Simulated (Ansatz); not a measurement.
# Cu: the cost of one run

Method: DFT LDA, scalar-relativistic, plane waves, PAW, in Ansatz 0.2.0.

## (1) Starting point

Symmetry: Fm-3m, No. 225, cubic system. Conventional cell: a = 3.600 Å, b = 3.600 Å, c = 3.600 Å, α = 90.00°, β = 90.00°, γ = 90.00°. Cu (site symmetry m-3m) is surrounded by 12 Cu at 2.55 Å.

As a file:

```
Cu
1.0
     2.54558    0.00000    0.00000
     0.00000    2.54558    0.00000
     0.00000    0.00000    3.60000
Cu
2
Direct
  0.00000 0.00000 0.00000
  0.50000 0.50000 0.50000
```

## (2) Relaxing cell and atoms: Cu, no spin

The input, input.yaml:

```yaml
crystal:
  lattice:
    - [2.5455844123, 0.0, 0.0]
    - [0.0, 2.5455844123, 0.0]
    - [0.0, 0.0, 3.6]
  atoms:
    - { symbol: Cu, position: [0.0, 0.0, 0.0] }
    - { symbol: Cu, position: [0.5, 0.5, 0.5] }
scf:
  occupations: { method: methfessel_paxton, width: 0.1 }
output:
  forces: true
  stress: true
  eigenvalues: true
hamiltonian:
  xc: lda
kpoints:
  mp_grid: { grid: [16, 16, 12] }
relax:
  f_tol: 0.005
  cell: { stress_tol: 0.02 }
```

The run is started by

```bash
> ansatz run input.yaml --threads 8 --pin off --max-ram 28672MiB --backend cpu --events-out ev --progress --plain --runs-dir out
```

What time and memory should one allow on 8 threads of AMD EPYC 9R45 (Zen 5), shared host?

About 3 s, with a peak of 0.55 GiB.
